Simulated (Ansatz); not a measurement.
# HfIn4SiO6 (C2) in Ansatz: reference runs

Reference runs on HfIn4SiO6: the cell as given and a disturbed copy.

Program: Ansatz 0.2.0. These are calculated values, not measurements. Logs are shortened: lines on timing, memory, paths and dates and some standing lists are left out, and cuts for length are marked.

### Step 1. Starting point

The structure is monoclinic, space group C2 (No. 5). Conventional cell: a = 5.432 Å, b = 9.407 Å, c = 7.636 Å, α = 90.00°, β = 104.07°, γ = 90.00°. Around Hf (site symmetry 2) lie 6 O at 2.13 to 2.14 Å. Around In (site symmetry 2) lie 2 O at 2.73 Å and 4 In at 3.12 Å. In (site symmetry 2) has 6 O at 2.23 Å as nearest neighbours. In (site symmetry 2) is surrounded by 2 O at 2.73 Å and 3 In at 3.07 to 3.12 Å. In (site symmetry 2) has 2 O at 2.73 Å and 3 In at 3.07 to 3.12 Å as nearest neighbours. Si (site symmetry 2) has 6 O at 1.85 Å as nearest neighbours. Around O (site symmetry 1) lie 1 Si at 1.85 Å. O (site symmetry 1) is surrounded by 1 Si at 1.85 Å.

The cell was built by a generator and needn't be a form met in nature.

### Step 2. Single point, PBE

input.yaml

```yaml
crystal:
  lattice:
    - [2.71585, -4.70357, 0.00833]
    - [2.71585, 4.70357, 0.00833]
    - [-1.87915, 0.0, 7.40127]
  atoms:
    - { symbol: Hf, position: [0.78835, 0.21165, 0.0] }
    - { symbol: In, position: [0.62175, 0.37825, 0.5] }
    - { symbol: In, position: [0.45502, 0.54498, 0.0] }
    - { symbol: In, position: [0.28407, 0.71593, 0.5] }
    - { symbol: In, position: [0.95814, 0.04186, 0.5] }
    - { symbol: Si, position: [0.12168, 0.87832, 0.0] }
    - { symbol: O, position: [0.06219, 0.11415, 0.86666] }
    - { symbol: O, position: [0.88585, 0.93781, 0.13334] }
    - { symbol: O, position: [0.7949, 0.53784, 0.86663] }
    - { symbol: O, position: [0.46216, 0.2051, 0.13337] }
    - { symbol: O, position: [0.15352, 0.62879, 0.13333] }
    - { symbol: O, position: [0.37121, 0.84648, 0.86667] }
hamiltonian:
  xc: pbe
  pseudopotentials: { kind: paw }
kpoints:
  mp_grid: { grid: [6, 6, 4] }
scf:
  occupations: { method: fermi_dirac, width: 0.05 }
output:
  forces: true
  stress: true
  eigenvalues: true
```

Potentials or basis: Ansatz PAW.

Command:

```console
> ansatz run input.yaml --threads 8 --pin off --max-ram 20480MiB --backend cpu --events-out ev --progress --plain --runs-dir out
```

The log of the run:

```text
Warning: RAYON_NUM_THREADS=8 ignored (pool sized by the plan → 8); use --threads N
Engine: ansatz 0.2.0, aarch64-unknown-linux-gnu
Pseudopotentials: kind: paw
Pseudopotential: Hf, paw, valence charge 26, recommended cutoff 420 eV (normal), Hf.paw.azcp
Pseudopotential: In, paw, valence charge 13, recommended cutoff 420 eV (normal), In.paw.azcp
Pseudopotential: Si, paw, valence charge 4, recommended cutoff 420 eV (normal), Si.paw.azcp
Pseudopotential: O, paw, valence charge 6, recommended cutoff 420 eV (normal), O.paw.azcp
Functional definition: PBE
  parameter kappa = 0.804
  parameter beta = 0.06672455060314922
  exchange = pbe_x(kappa = kappa, mu = beta*pi^2/3)
  correlation = pbe_c(beta = beta)
Crystal: 12 atoms, lattice volume = 189.238 Å³
Basis set: ecut = 420 eV, 3681 PW (Γ), exchange–correlation on 80×80×108 points (8 copies of the dense FFT grid, shifted against one another)
Bands: 71, of which v1, the nominal top of the filled ones, is band 59 counted from 1 (58 counted from 0)
Symmetry: 2 space group operations
Space group: C2 (ITA 5), of the structure as read, at distance tolerance 5.7e-5 Å
k-points: 47 of 144 (time reversal used)
Non-local potential: Hf, projectors of the file, l = 0: 3, l = 1: 2, l = 2: 2, l = 3: 3
Non-local potential: In, projectors of the file, l = 0: 2, l = 1: 2, l = 2: 2, l = 3: 2
Non-local potential: Si, projectors of the file, l = 0: 2, l = 1: 2, l = 2: 2
Non-local potential: O, projectors of the file, l = 0: 2, l = 1: 2, l = 2: 1
PAW form: soft (Blöchl's): semilocal exchange-correlation on the pseudo side does not see the compensation charge
PAW one-centre angular grid: Hf, 590 points (default); XC on 64 Gauss nodes
PAW one-centre angular grid: In, 590 points (default); XC on 64 Gauss nodes
PAW one-centre angular grid: Si, 110 points (default); XC on 64 Gauss nodes
PAW one-centre angular grid: O, 110 points (default); XC on 64 Gauss nodes
Initial density: superposition of atomic densities (neutral atoms: chi_scale 0, normalization atom), corrected by the library's trained network
Initial wavefunctions: pseudopotential atomic-orbital guess
Functional: x = pbe(κ = 0.804, μ = 0.2195149727645171), c = pbe(β = 0.06672455060314922)
SCF iter   1: F=—  HF=-42159.183385 eV  |F-HF|=—  |Δ(HF+E_count)|=         —  Δρ=4.16e-3  dr2=1.10e-1  ethr=1.77e-3  ⟨swp⟩=6.3  Hψ=13620  notcnv=0  defer=27
preconditioner: auto → LDOS  [metal: Δε(μ)=0.025 eV  Ē_g=14.443 eV  σ=0.050 eV  W_gap=0.12  n_scr=46 (ndim 8)  ℏωp=28.3 eV  f_vac=0.026  D(μ)=2.66/eV (n_scr^D=16)  β→1.0]
SCF iter   2: F=—  HF=-42159.160154 eV  |F-HF|=—  |Δ(HF+E_count)|=   2.32e-2  Δρ=2.43e-3  dr2=1.05e-2  ethr=9.30e-5  ⟨swp⟩=2.0  Hψ=4682  notcnv=0  defer=203
SCF iter   3: F=—  HF=-42159.161520 eV  |F-HF|=—  |Δ(HF+E_count)|=   1.37e-3  Δρ=2.85e-3  dr2=1.36e-2  ethr=8.92e-6  ⟨swp⟩=2.0  Hψ=6085  notcnv=0  defer=203
SCF iter   4: F=—  HF=-42159.158120 eV  |F-HF|=—  |Δ(HF+E_count)|=   3.40e-3  Δρ=2.66e-4  dr2=1.88e-4  ethr=8.92e-6  ⟨swp⟩=2.0  Hψ=5854  notcnv=0  defer=203
SCF iter   5: F=—  HF=-42159.158076 eV  |F-HF|=—  |Δ(HF+E_count)|=   4.34e-5  Δρ=1.06e-4  dr2=2.09e-5  ethr=1.59e-7  ⟨swp⟩=2.0  Hψ=5916  notcnv=0  defer=203
SCF iter   6: F=—  HF=-42159.158069 eV  |F-HF|=—  |Δ(HF+E_count)|=   7.15e-6  Δρ=2.69e-5  dr2=1.94e-6  ethr=1.77e-8  ⟨swp⟩=2.0  Hψ=5937  notcnv=0  defer=203
SCF iter   7: F=—  HF=-42159.158070 eV  |F-HF|=—  |Δ(HF+E_count)|=   1.12e-6  Δρ=1.02e-5  dr2=2.79e-7  ethr=1.65e-9  ⟨swp⟩=2.0  Hψ=5217  notcnv=0  defer=203
SCF iter   8: F=-42159.158071 eV  HF=-42159.158071 eV  |F-HF|=1.95e-9  |Δ(HF+E_count)|=   5.30e-8  Δρ=3.36e-6  dr2=2.22e-8  ethr=8.47e-11  ⟨swp⟩=10.9  Hψ=14341  notcnv=0
SCF 1 converged in 8 iterations: F = -42159.158071 eV  dr2 = 2.22e-8
SCF converged after 8 iterations
Free energy (F): -42159.158071 eV
Harris-Foulkes:  -42159.158071 eV  (|F-HF|=1.95e-9)
Internal energy: -42159.134360 eV  (E = F + TS)
E sigma→0 (E₀):  -42159.146215 eV
Entropy (-TS):   -0.023711 eV (-1.976 meV/atom)
Fermi energy:    11.016876 eV
--- Per-component energies (eV) ---
  E_band       = -286.570277
  E_kinetic    = 2487.708677
  E_local      = -14827.811194  (includes V_loc(G=0)·N_el)
  E_nonlocal   = 535.341102
  E_hartree    = 6397.378211
  E_xc         = -1661.352030
  E_vxc        = -1277.819950  (∫ρ·V_xc dr)
  E_paw        = -25003.874021  (= ΣΔE_a)
  E_vpaw       = 1.240997  (= ΣTr[D̂ρ^β])
  E_aug_tail   = 0.014672  (compensation charges beyond the density's cutoff)
  E_ewald      = -10086.539776
  E_smearing   = -0.023711  (= −TS)
  E_closure    = 0.000000  (closes the sum)
  Σ components = -42159.158071   (vs F -42159.158071, Δ=0.00e0)
--- Forces (eV/Å), atoms counted from 1 ---
  atom   1  Hf     0.00000000     0.00817466    -0.00000000
  atom   2  In    -0.00000000     0.00450965     0.00000000
  atom   3  In    -0.00000000     0.00146149     0.00000000
  atom   4  In     0.00000000    -0.00496364     0.00000000
  atom   5  In     0.00000000    -0.00030997    -0.00000000
  atom   6  Si    -0.00000000     0.00417783     0.00000000
  atom   7  O      0.00305078    -0.00271643    -0.00719794
  atom   8  O     -0.00305078    -0.00271643     0.00719794
  atom   9  O      0.00169610    -0.00239616    -0.00910017
  atom  10  O     -0.00169610    -0.00239616     0.00910017
  atom  11  O      0.00780195    -0.00142774     0.00999581
  atom  12  O     -0.00780195    -0.00142774    -0.00999581
  max |Σ_I F_I| component: 3.06e-5 eV/Å
--- Stress (GPa, compression-positive) ---
        0.141075       0.000000       0.006369
        0.000000       0.069091      -0.000000
        0.006369      -0.000000      -0.118919
  P = ⅓ Tr σ = 0.0304 GPa (0.304 kbar)
--- Band table (eV; the first three rows and the last of 47) ---
  k-point 0: bands = ["-52.7549", "-21.5351", "-21.5350", "-21.5330", "-10.6352", "-9.1587", "-9.1537", "-8.4734", "-8.2856", "-8.2741", "-4.6661", "-4.6658", "-4.6514", "-4.4275", "-4.4212", "-3.9609", "-3.8023", "-3.7970", "-3.7641", "-3.7631", "-3.7493", "-3.7477", "-3.6472", "-3.6448", "-3.6310", "-3.6262", "-3.5848", "-3.5815", "-3.5613", "-3.5605", "-2.6351", "-2.6257", "-2.6254", "-2.5883", "-2.5880", "-2.5841", "-2.5704", "1.0666", "2.4380", "3.2465", "3.2488", "4.0340", "4.2088", "4.5901", "4.5998", "5.2286", "5.3212", "5.3352", "6.2304", "6.4631", "6.5866", "6.8095", "6.9030", "6.9465", "7.3147", "7.4124", "10.1554", "10.3562", "10.6705", "10.7998", "10.9729", "11.0100", "11.5145", "11.9038", "12.8612", "13.2056", "13.2365", "15.2413", "16.2460", "16.7239", "16.7428"]
  k-point 1: bands = ["-52.7549", "-21.5351", "-21.5350", "-21.5330", "-10.6327", "-9.1571", "-9.1554", "-8.4802", "-8.2803", "-8.2793", "-4.6660", "-4.6658", "-4.6495", "-4.4243", "-4.4243", "-3.9560", "-3.8023", "-3.7970", "-3.7637", "-3.7635", "-3.7491", "-3.7479", "-3.6474", "-3.6448", "-3.6306", "-3.6261", "-3.5848", "-3.5812", "-3.5615", "-3.5610", "-2.6351", "-2.6256", "-2.6255", "-2.5882", "-2.5881", "-2.5841", "-2.5704", "1.1098", "2.5264", "3.2461", "3.2496", "3.8025", "4.2214", "4.5951", "4.5958", "4.8343", "5.3261", "5.3280", "6.5213", "6.5219", "6.7571", "6.9216", "6.9294", "7.0089", "7.3621", "7.3670", "10.2546", "10.2559", "10.4143", "10.8145", "10.9400", "10.9780", "11.0305", "12.4866", "12.9879", "13.2184", "13.2220", "14.9580", "16.4091", "16.4233", "16.8405"]
  k-point 2: bands = ["-52.7549", "-21.5351", "-21.5350", "-21.5330", "-10.6302", "-9.1604", "-9.1520", "-8.4869", "-8.2845", "-8.2751", "-4.6663", "-4.6655", "-4.6476", "-4.4273", "-4.4211", "-3.9510", "-3.8024", "-3.7970", "-3.7641", "-3.7631", "-3.7488", "-3.7482", "-3.6476", "-3.6449", "-3.6302", "-3.6261", "-3.5875", "-3.5782", "-3.5616", "-3.5614", "-2.6351", "-2.6256", "-2.6255", "-2.5883", "-2.5879", "-2.5842", "-2.5704", "1.1541", "2.6746", "3.2457", "3.2502", "3.4791", "4.2277", "4.5913", "4.6001", "4.6762", "5.3181", "5.3346", "6.4626", "6.5866", "6.7850", "6.8964", "6.9521", "7.3105", "7.4146", "7.6054", "9.9156", "10.1649", "10.3557", "10.8253", "10.8673", "10.9656", "11.0100", "12.6584", "13.2027", "13.2376", "13.2852", "14.6349", "16.2385", "16.7136", "16.9225"]
  k-point 46: bands = ["-52.7549", "-21.5427", "-21.5364", "-21.5325", "-10.1622", "-9.3767", "-8.9540", "-8.6809", "-8.6583", "-8.3152", "-4.6760", "-4.6627", "-4.6393", "-4.4218", "-4.4056", "-4.0461", "-3.8558", "-3.8452", "-3.8386", "-3.8021", "-3.7748", "-3.7352", "-3.7236", "-3.6227", "-3.6224", "-3.6062", "-3.5338", "-3.5224", "-3.4834", "-3.3338", "-2.6359", "-2.6278", "-2.6262", "-2.6063", "-2.5941", "-2.5769", "-2.5559", "1.5612", "2.9675", "3.1713", "3.5238", "3.8279", "4.0301", "4.5553", "4.6136", "5.0526", "5.3154", "5.3527", "5.9415", "6.0174", "6.3686", "6.4113", "6.5967", "7.1423", "7.3881", "7.6498", "7.8949", "8.7486", "9.0732", "11.8859", "12.4219", "12.9907", "13.1199", "13.2477", "13.8843", "15.1027", "15.4458", "15.5392", "15.8247", "16.1500", "16.4017"]
```

It took 8.9 s on 8 threads of Arm Neoverse V1, shared host; peak memory 1.1 GiB.

Results:

- Free energy: -42159.1581 eV
- Pressure: 0.0 GPa
- Largest force: 0.013 eV/Å
- Band gap on the k mesh: none (metal or under the smearing width)

Forces in eV/Å, atoms in the order of the input:
```
Hf   0.000  0.008  0.000
In   0.000  0.005  0.000
In   0.000  0.001  0.000
In   0.000 -0.005  0.000
In   0.000  0.000  0.000
Si   0.000  0.004  0.000
O    0.003 -0.003 -0.007
O   -0.003 -0.003  0.007
O    0.002 -0.002 -0.009
O   -0.002 -0.002  0.009
O    0.008 -0.001  0.010
O   -0.008 -0.001 -0.010
```

Caveat: the pressure holds a Pulay correction of +0.4 GPa for the finite cutoff.

### Step 3. Single point, PBE (atoms moved at random, drawn with an rms of 0.05 Å)

input.yaml

```yaml
crystal:
  lattice:
    - [2.71585, -4.70357, 0.00833]
    - [2.71585, 4.70357, 0.00833]
    - [-1.87915, 0.0, 7.40127]
  atoms:
    - { symbol: Hf, position: [0.798139, 0.210495, 0.007866] }
    - { symbol: In, position: [0.608137, 0.383817, 0.499267] }
    - { symbol: In, position: [0.450365, 0.541611, -0.004089] }
    - { symbol: In, position: [0.283857, 0.717387, 0.50237] }
    - { symbol: In, position: [0.951909, 0.038045, 0.497634] }
    - { symbol: Si, position: [0.113958, 0.871782, 0.002159] }
    - { symbol: O, position: [0.055141, 0.109769, 0.858821] }
    - { symbol: O, position: [0.87766, 0.940053, 0.133933] }
    - { symbol: O, position: [0.796108, 0.543152, 0.860072] }
    - { symbol: O, position: [0.467936, 0.202292, 0.129972] }
    - { symbol: O, position: [0.146422, 0.626344, 0.139657] }
    - { symbol: O, position: [0.368909, 0.8469, 0.867856] }
hamiltonian:
  xc: pbe
  pseudopotentials: { kind: paw }
kpoints:
  mp_grid: { grid: [6, 6, 4] }
scf:
  occupations: { method: fermi_dirac, width: 0.05 }
output:
  forces: true
  stress: true
  eigenvalues: true
```

Potentials or basis: Ansatz PAW.

Command:

```console
> ansatz run input.yaml --threads 8 --pin off --max-ram 20480MiB --backend cpu --events-out ev --progress --plain --runs-dir out
```

The log of the run:

```text
Warning: RAYON_NUM_THREADS=8 ignored (pool sized by the plan → 8); use --threads N
Engine: ansatz 0.2.0, aarch64-unknown-linux-gnu
Pseudopotentials: kind: paw
Pseudopotential: Hf, paw, valence charge 26, recommended cutoff 420 eV (normal), Hf.paw.azcp
Pseudopotential: In, paw, valence charge 13, recommended cutoff 420 eV (normal), In.paw.azcp
Pseudopotential: Si, paw, valence charge 4, recommended cutoff 420 eV (normal), Si.paw.azcp
Pseudopotential: O, paw, valence charge 6, recommended cutoff 420 eV (normal), O.paw.azcp
Functional definition: PBE
  parameter kappa = 0.804
  parameter beta = 0.06672455060314922
  exchange = pbe_x(kappa = kappa, mu = beta*pi^2/3)
  correlation = pbe_c(beta = beta)
Crystal: 12 atoms, lattice volume = 189.238 Å³
[... 46 lines left out ...]
  E_ewald      = -10114.485825
  E_smearing   = -0.022656  (= −TS)
  E_closure    = -0.000000  (closes the sum)
  Σ components = -42158.978820   (vs F -42158.978820, Δ=0.00e0)
--- Forces (eV/Å), atoms counted from 1 ---
  atom   1  Hf    -0.09589764     1.12310163    -0.81209013
  atom   2  In     0.07297271    -0.25585013     0.06956279
  atom   3  In    -0.07307532    -0.25720258    -0.41859592
  atom   4  In    -0.07214556     0.13892519     0.13962916
  atom   5  In     0.01131217     0.09655510     0.15231855
  atom   6  Si     0.60834954    -0.31158823    -0.86069721
  atom   7  O      0.04262399    -0.01605348     0.70458529
  atom   8  O      0.09995282    -0.94784376     0.17457671
  atom   9  O     -0.25841359    -0.13529278     0.78630044
  atom  10  O     -0.42758616     0.74039085     0.26327275
  atom  11  O      0.18534415     0.12565075    -0.30661821
  atom  12  O     -0.09337834    -0.30088984     0.10756157
  max |Σ_I F_I| component: 1.94e-4 eV/Å
--- Stress (GPa, compression-positive) ---
       -0.110487       0.431387       0.139234
        0.431387       0.213706       0.414250
        0.139233       0.414249      -1.151749
  P = ⅓ Tr σ = -0.3495 GPa (-3.495 kbar)
--- Band table (eV; the first three rows and the last of 76) ---
  k-point 0: bands = ["-52.6825", "-21.5153", "-21.4817", "-21.4599", "-10.5612", "-9.2027", "-9.0586", "-8.5077", "-8.2762", "-8.1625", "-4.7218", "-4.7144", "-4.6895", "-4.4906", "-4.4620", "-3.9583", "-3.8050", "-3.7937", "-3.7697", "-3.7619", "-3.7412", "-3.7326", "-3.6511", "-3.6451", "-3.6311", "-3.6216", "-3.5750", "-3.5674", "-3.5548", "-3.5540", "-2.5546", "-2.5484", "-2.5433", "-2.5165", "-2.5125", "-2.5041", "-2.4953", "1.1068", "2.4421", "3.1972", "3.3016", "3.9842", "4.2402", "4.6119", "4.6752", "5.2050", "5.2976", "5.3553", "6.1492", "6.4386", "6.5759", "6.7509", "6.8616", "6.9147", "7.3885", "7.4450", "10.1763", "10.3933", "10.7243", "10.7639", "10.9006", "11.0853", "11.4667", "11.9493", "12.8850", "13.2772", "13.3211", "15.1813", "16.2784", "16.3777", "16.7590"]
  k-point 1: bands = ["-52.6825", "-21.5153", "-21.4817", "-21.4599", "-10.5585", "-9.2015", "-9.0599", "-8.5139", "-8.2810", "-8.1583", "-4.7211", "-4.7144", "-4.6883", "-4.4889", "-4.4629", "-3.9531", "-3.8050", "-3.7937", "-3.7698", "-3.7620", "-3.7412", "-3.7325", "-3.6515", "-3.6452", "-3.6304", "-3.6214", "-3.5761", "-3.5668", "-3.5550", "-3.5546", "-2.5546", "-2.5483", "-2.5434", "-2.5165", "-2.5125", "-2.5040", "-2.4953", "1.1575", "2.5224", "3.1956", "3.2976", "3.7638", "4.2307", "4.6092", "4.6719", "4.8539", "5.2891", "5.3414", "6.3921", "6.5338", "6.7054", "6.7994", "6.9240", "7.0661", "7.3974", "7.4406", "10.2664", "10.2884", "10.4298", "10.7756", "10.8284", "11.0645", "11.1142", "12.5096", "12.9544", "13.2631", "13.3474", "14.8765", "16.3634", "16.4314", "16.5170"]
  k-point 2: bands = ["-52.6825", "-21.5153", "-21.4817", "-21.4599", "-10.5557", "-9.2005", "-9.0611", "-8.5202", "-8.2859", "-8.1541", "-4.7204", "-4.7145", "-4.6871", "-4.4879", "-4.4632", "-3.9477", "-3.8050", "-3.7937", "-3.7699", "-3.7621", "-3.7411", "-3.7324", "-3.6520", "-3.6452", "-3.6298", "-3.6212", "-3.5783", "-3.5650", "-3.5552", "-3.5550", "-2.5546", "-2.5482", "-2.5435", "-2.5165", "-2.5126", "-2.5039", "-2.4953", "1.2102", "2.6621", "3.1906", "3.2771", "3.4645", "4.2266", "4.6017", "4.6528", "4.7362", "5.2823", "5.3463", "6.3400", "6.6205", "6.7232", "6.8050", "6.9467", "7.3522", "7.4527", "7.6543", "9.8964", "10.1881", "10.3852", "10.7731", "10.8244", "10.9922", "11.1222", "12.7153", "13.1569", "13.2559", "13.3968", "14.5454", "16.2122", "16.5058", "16.6802"]
  k-point 75: bands = ["-52.6824", "-21.5212", "-21.4840", "-21.4600", "-10.0650", "-9.4407", "-8.8426", "-8.7581", "-8.5028", "-8.3161", "-4.7232", "-4.7158", "-4.6856", "-4.4876", "-4.4416", "-4.0462", "-3.8604", "-3.8415", "-3.8321", "-3.8130", "-3.7548", "-3.7348", "-3.7146", "-3.6198", "-3.6159", "-3.5970", "-3.5338", "-3.5250", "-3.4679", "-3.3317", "-2.5544", "-2.5506", "-2.5463", "-2.5282", "-2.5189", "-2.5021", "-2.4814", "1.5442", "2.8859", "3.2398", "3.5891", "3.7458", "4.0804", "4.4819", "4.6736", "5.0618", "5.2441", "5.5083", "5.8381", "6.1381", "6.3205", "6.4369", "6.5999", "7.0988", "7.4140", "7.5167", "7.9715", "8.7645", "9.0980", "11.7512", "12.5623", "12.9799", "13.1656", "13.2932", "13.8223", "15.1163", "15.4446", "15.5721", "15.8320", "16.2186", "16.3498"]
```

Wall time 15 s (8 threads of Arm Neoverse V1, shared host); peak memory 1.3 GiB.

What came out:

```yaml
Free_energy: -42158.9788 eV
Pressure: -0.3 GPa
Largest_force: 1.389 eV/Å
Band_gap_on_the_k_mesh: none (metal or under the smearing width)
```

Forces on the atoms (eV/Å):
```
Hf  -0.096  1.123 -0.812
In   0.073 -0.256  0.070
In  -0.073 -0.257 -0.419
In  -0.072  0.139  0.140
In   0.011  0.097  0.152
Si   0.608 -0.312 -0.861
O    0.043 -0.016  0.705
O    0.100 -0.948  0.175
O   -0.258 -0.135  0.786
O   -0.428  0.740  0.263
O    0.185  0.126 -0.307
O   -0.093 -0.301  0.108
```

Stress tensor (GPa, compression positive):
```
-0.11  0.43  0.14
 0.43  0.21  0.41
 0.14  0.41 -1.15
```

Levels at points of the mesh, in eV from the Fermi level:
| k point | band 57 | band 58 | band 59 | band 60 | band 61 | band 62 |
| --- | --- | --- | --- | --- | --- | --- |
| (0.00, 0.00, 0.00) | -0.86 | -0.64 | -0.31 | -0.27 | -0.13 | 0.05 |
| (0.00, 0.00, -0.50) | -1.14 | -0.84 | -0.65 | -0.26 | -0.21 | -0.04 |
| (0.00, -0.50, 0.00) | -3.30 | -2.24 | -1.96 | 1.05 | 1.51 | 1.86 |
| (0.00, -0.50, -0.50) | -3.25 | -2.17 | -1.75 | 0.91 | 1.44 | 1.95 |
| (-0.50, 0.00, 0.00) | -3.43 | -2.26 | -1.93 | 1.11 | 1.49 | 1.95 |
| (-0.50, 0.00, -0.50) | -3.19 | -2.18 | -1.77 | 0.87 | 1.47 | 1.92 |
| (-0.50, -0.50, 0.00) | -3.46 | -2.19 | -1.75 | 1.06 | 1.56 | 1.74 |
| (-0.50, -0.50, -0.50) | -3.06 | -2.27 | -1.93 | 0.72 | 1.53 | 1.95 |

Caveat: the pressure holds a Pulay correction of +0.4 GPa for the finite cutoff. Spin-orbit coupling is left out, which matters for the levels of Hf.
